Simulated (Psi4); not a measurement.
# CH4AlO2 (SMILES C[O][Al][OH]): UMP2/pcseg-0 (density fitting, density fitting for correlation, sweep point 1)

Aim: the vertical doublet–quartet gap of CH4AlO2 at UMP2/pcseg-0 (density fitting, density fitting for correlation, sweep point 1), from 2 runs. 

Program for the calculation: Psi4 1.11.

## (1) The system as given

The species is CH4AlO2 (8 atoms), meant as a doublet with charge 0. As SMILES, `C[O][Al][OH]`. The shape is that of a PBE0-D4/def2-TZVP optimisation. This is one conformer, not always the lowest.

Bond lengths: C1–O2 1.394 Å, O2–Al3 1.683 Å, Al3–O4 1.701 Å, C1–H5 1.097 Å, C1–H6 1.095 Å, C1–H7 1.095 Å, O4–H8 0.956 Å. Angles: C1–O2–Al3 139.7°, O2–Al3–O4 116.5°, O2–C1–H5 112.7°, O2–C1–H6 110.1°, O2–C1–H7 110.0°, Al3–O4–H8 121.5°, H5–C1–H6 108.0°, H5–C1–H7 108.0°, H6–C1–H7 107.9°.

## (2) A single-point energy at UMP2/pcseg-0 (density fitting, density fitting for correlation, sweep point 1)

Input file ch4alo2.in:

```
memory 1600 MB

molecule molecule1 {
  0 2
  C      0.292700     1.365900    -0.669900
  O     -0.035800     0.282500     0.144300
  Al    -0.062600    -1.399600     0.093000
  O     -0.601900    -2.191900     1.497900
  H      0.661200     1.058300    -1.655900
  H     -0.585400     2.002400    -0.820800
  H      1.070000     1.971500    -0.192500
  H     -0.646300    -3.146000     1.548200
  symmetry c1
}

set globals {
  basis           pcseg-0
  reference       uhf
  puream          true
  scf_type        df
  num_frozen_docc 8
  maxiter         100
}

result, w = energy('mp2', return_wfn=True)
```

Run with:

```console
$ psi4 ch4alo2.in ch4alo2.out -n 1
```

ch4alo2.out:

```text
[...]
  Running in c1 symmetry.
[...]
  Nuclear repulsion =  149.181418560019097
[...]
  Multiplicity = 2
[...]
  Nalpha       = 20
  Nbeta        = 19
[...]
    Number of basis functions: 48
[...]
   @DF-UHF iter   1:  -430.89016594839865   -1.03147e+00   1.26550e-02 DIIS/ADIIS
[...]
   @DF-UHF iter  14:  -431.04690199685859   -7.95808e-13   6.46635e-09 DIIS
[...]
   @S^2 Observed:                7.531162895E-01
[...]
    Orbital Energies [Eh]
    ---------------------
    Alpha Occupied:
       1A    -58.451396     2A    -20.514059     3A    -20.513262
       4A    -11.273488     5A     -4.845035     6A     -3.245079
       7A     -3.240906     8A     -3.240768     9A     -1.311434
      10A     -1.287462    11A     -0.910644    12A     -0.669911
      13A     -0.636173    14A     -0.613038    15A     -0.596145
      16A     -0.521578    17A     -0.481445    18A     -0.450696
      19A     -0.425192    20A     -0.311333
    Alpha Virtual:
      21A      0.091676    22A      0.158324    23A      0.196758
      24A      0.239300    25A      0.281420    26A      0.299664
[...]
  @DF-UHF Final Energy:  -431.04690199685859
   => Energetics <=
    Nuclear Repulsion Energy =            149.1814185600190967
    One-Electron Energy =                -893.8280055044541541
    Two-Electron Energy =                 313.5996849475764634
    Total Energy =                       -431.0469019968585940
  UHF NO Occupations:
  HONO-2 :   18  A 1.9994064
  HONO-1 :   19  A 1.9993948
[...]
 Multipole Moments:
 ------------------------------------------------------------------------------------
     Multipole            Electronic (a.u.)      Nuclear  (a.u.)        Total (a.u.)
 ------------------------------------------------------------------------------------
 L = 1.  Multiply by 2.5417464519 to convert [e a0] to [Debye]
 Dipole X            :         -0.4120033            0.8205467            0.4085434
 Dipole Y            :         -5.4776102            4.9455392           -0.5320710
 Dipole Z            :          0.7199995           -1.8696356           -1.1496361
 Magnitude           :                                                    1.3310411
[...]
```

It took 1.3 s on 1 thread of Intel Xeon 6975P-C (Granite Rapids), shared host; peak memory 0.19 GiB.

## (3) The quartet

Input file calc.dat:

```
memory 1.6 GB

molecule molecule1 {
  0 4
  C      0.292700     1.365900    -0.669900
  O     -0.035800     0.282500     0.144300
  Al    -0.062600    -1.399600     0.093000
  O     -0.601900    -2.191900     1.497900
  H      0.661200     1.058300    -1.655900
  H     -0.585400     2.002400    -0.820800
  H      1.070000     1.971500    -0.192500
  H     -0.646300    -3.146000     1.548200
  units angstrom
  symmetry c1
}

set {
  basis pcseg-0
  reference uhf
  puream true
  scf_type df
  num_frozen_docc 8
  maxiter 100
}

result, w = energy("mp2", return_wfn=True)
```

Run with:

```console
$ psi4 -i calc.dat -o calc.out -n 1
```

calc.out:

```text
[...]
  Running in c1 symmetry.
[...]
  Nuclear repulsion =  149.181418560019097
[...]
  Multiplicity = 4
[...]
  Nalpha       = 21
  Nbeta        = 18
[...]
    Number of basis functions: 48
[...]
   @DF-UHF iter   1:  -430.63017536070669   -7.71484e-01   1.19064e-02 DIIS/ADIIS
[...]
   @DF-UHF iter  19:  -430.84918151845648   -3.69482e-12   5.07648e-09 DIIS
[...]
   @S^2 Observed:                3.757279984E+00
[...]
    Orbital Energies [Eh]
    ---------------------
    Alpha Occupied:
       1A    -58.407711     2A    -20.765430     3A    -20.457651
       4A    -11.372388     5A     -4.807404     6A     -3.208233
       7A     -3.205722     8A     -3.203637     9A     -1.558745
      10A     -1.239581    11A     -1.040832    12A     -0.839448
      13A     -0.813582    14A     -0.768507    15A     -0.627791
      16A     -0.605915    17A     -0.602737    18A     -0.469592
      19A     -0.458078    20A     -0.315719    21A     -0.151136
    Alpha Virtual:
      22A      0.142438    23A      0.168956    24A      0.192205
      25A      0.223025    26A      0.241736    27A      0.308448
[...]
  @DF-UHF Final Energy:  -430.84918151845648
   => Energetics <=
    Nuclear Repulsion Energy =            149.1814185600190967
    One-Electron Energy =                -891.9963125897618283
    Two-Electron Energy =                 311.9657125112862559
    Total Energy =                       -430.8491815184564757
  UHF NO Occupations:
  HONO-2 :   19  A 1.0000000
  HONO-1 :   20  A 1.0000000
[...]
 Multipole Moments:
 ------------------------------------------------------------------------------------
     Multipole            Electronic (a.u.)      Nuclear  (a.u.)        Total (a.u.)
 ------------------------------------------------------------------------------------
 L = 1.  Multiply by 2.5417464519 to convert [e a0] to [Debye]
 Dipole X            :         -0.2611218            0.8205467            0.5594249
 Dipole Y            :         -2.7580501            4.9455392            2.1874890
 Dipole Z            :          0.5078846           -1.8696356           -1.3617509
 Magnitude           :                                                    2.6367461
[...]
```

It took 1.5 s on 1 thread of Intel Xeon 6975P-C (Granite Rapids), shared host; peak memory 0.19 GiB.

## (4) Results

Level: UMP2/pcseg-0 (density fitting, density fitting for correlation, sweep point 1), 8 core orbitals frozen.

```
                                                           quantity          value
                                              doublet: total energy  -431.40181 Eh
doublet: HOMO energy (Hartree–Fock orbitals) (highest over α and β)       -8.47 eV
 doublet: LUMO energy (Hartree–Fock orbitals) (lowest over α and β)        0.62 eV
               doublet: correlation energy (8 core orbitals frozen)     -354.9 mEh
                         doublet: ⟨S²⟩ of the reference determinant          0.753
                                              quartet: total energy  -431.16262 Eh
quartet: HOMO energy (Hartree–Fock orbitals) (highest over α and β)       -4.11 eV
 quartet: LUMO energy (Hartree–Fock orbitals) (lowest over α and β)       -0.86 eV
               quartet: correlation energy (8 core orbitals frozen)     -313.4 mEh
                         quartet: ⟨S²⟩ of the reference determinant          3.757
                   vertical energy of the quartet above the doublet       6.509 eV
```

At this shape the quartet lies 6.51 eV (628 kJ/mol) above the doublet.
